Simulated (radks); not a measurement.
# Sc⁺ in [Ne] 3s2 3p5 3d1 4s2: an all-electron calculation

One table from this session's results is given with a row withheld; the runs are named, their logs left out.

Method: non-relativistic Kohn-Sham, Wu-Cohen GGA, spin-polarised, spherical densities, point nucleus; open shells are filled with parallel spins first. Code: radks (a radial shooting solver on a logarithmic mesh, Libxc functionals) version 1.

## What is computed

```
element       : scandium (Z = 21)
charge        : +1
electrons     : 20
configuration : [Ne] 3s2 3p5 3d1 4s2
```

The outer shells:

Sc⁺
```
[Ne] core
3s [↑↓]
3p [↑↓][↑↓][↑ ]
3d [↑ ][  ][  ][  ][  ]
4s [↑↓]
```

Set-up of the first run:

Settings of this run:

```text
Z 21
configuration [Ne] 3s2 3p5 3d1 4s2
relativity non-relativistic
functional wc,pbe
spin polarised
nucleus point
```

One table of the session follows, with a row left open; its other results are not shown here.

It belongs to the step «Radial structure». Radial moments (bohr):

```
  level      <r>  outermost maximum (interpolated)  90 % within  nodes
  1s up  0.07363                            0.0484        0.131      0
1s down  0.07363                            0.0484        0.131      0
  2s up   0.3463                             0.286        0.538      1
2s down   0.3461                             0.286        0.538      1
  2p up   0.3085                             0.233        0.508      0
2p down   0.3083                             0.233        0.507      0
  3s up    1.062                             0.925         1.58      2
3s down    1.065                             0.925         1.59      2
  3p up    1.132                             0.956         1.73      1
3p down    1.140                             0.957         1.75      1
  3d up    1.414                              1.01         2.37      0
3d down        ?                                 ?            ?      ?
  4s up    3.081                              2.73         4.50      3
4s down    3.159                              2.79         4.61      3
```

**Question.** Estimate the row for 3d down.

**Answer.** <r>: 1.475; outermost maximum (interpolated): 1.02; 90 % within: 2.51; nodes: 0. In the column «<r>» it lies between 3d up (1.414) and 4s up (3.081).
